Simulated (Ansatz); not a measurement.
# CuO (Tenorite): the cost of one run

Method: DFT r²SCAN, scalar-relativistic, plane waves, PAW, in Ansatz 0.2.0.

## Step 1: Starting point

The structure is orthorhombic, space group Cccm (No. 66). Conventional cell: a = 4.069 Å, b = 4.096 Å, c = 5.161 Å, α = 90.00°, β = 90.00°, γ = 90.00°. Cu (site symmetry 2/m) has 4 O at 1.94 Å as nearest neighbours. Around O (site symmetry 222) lie 4 Cu at 1.94 Å.

As a file:

```xyz
4
Lattice="2.0418 -2.0345 0.1611 2.0418 2.0345 0.1611 -0.4036 0.0000 5.1450" Properties=species:S:1:pos:R:3 pbc="T T T"
Cu    1.0209    1.0172    0.0805
Cu    0.8191   -1.0172    2.6530
O     1.9409    0.0003    1.4473
O     1.7391   -0.0003    4.0198
```

This cell comes from an earlier session at r²SCAN: 10.752 Å³/atom at 0.01 GPa, on a 12×12×8 mesh.

## Step 2: Antiferromagnetic, in the cell as typed

Input file input.yaml:

```yaml
crystal:
  lattice:
    - [2.0417814507, -2.0344819928, 0.161071844]
    - [2.0417814507, 2.0344819928, 0.161071844]
    - [-0.4035981004, 0.0, 5.1449537518]
  atoms:
    - { symbol: Cu, position: [0.0, 0.5, 0.0], spin: 1.0 }
    - { symbol: Cu, position: [0.5, 0.0, 0.5], spin: -1.0 }
    - { symbol: O, position: [0.4999215484, 0.5000784516, 0.25] }
    - { symbol: O, position: [0.5000784516, 0.4999215484, 0.75] }
basis:
  ecutwfc: 500
  ecutrho_ratio: 4
kpoints:
  mp_grid: { grid: [12, 12, 8] }
hamiltonian:
  xc: r2scan
scf:
  occupations: { method: gaussian, width: 0.05 }
  lower_state_search: "off"
output:
  forces: true
  stress: true
  eigenvalues: true
  populations: true
magnetization:
  spin_polarized: true
```

Started as:

```console
> ansatz run input.yaml --threads 2 --pin off --max-ram 5120MiB --backend cpu --events-out ev --progress --plain --runs-dir out
```

Q: Estimate wall time and peak memory on 2 threads of Intel Xeon Platinum 8259CL at 2.50GHz (Skylake/Cascade Lake), shared host.

About 3.7 min, with a peak of 1.6 GiB.
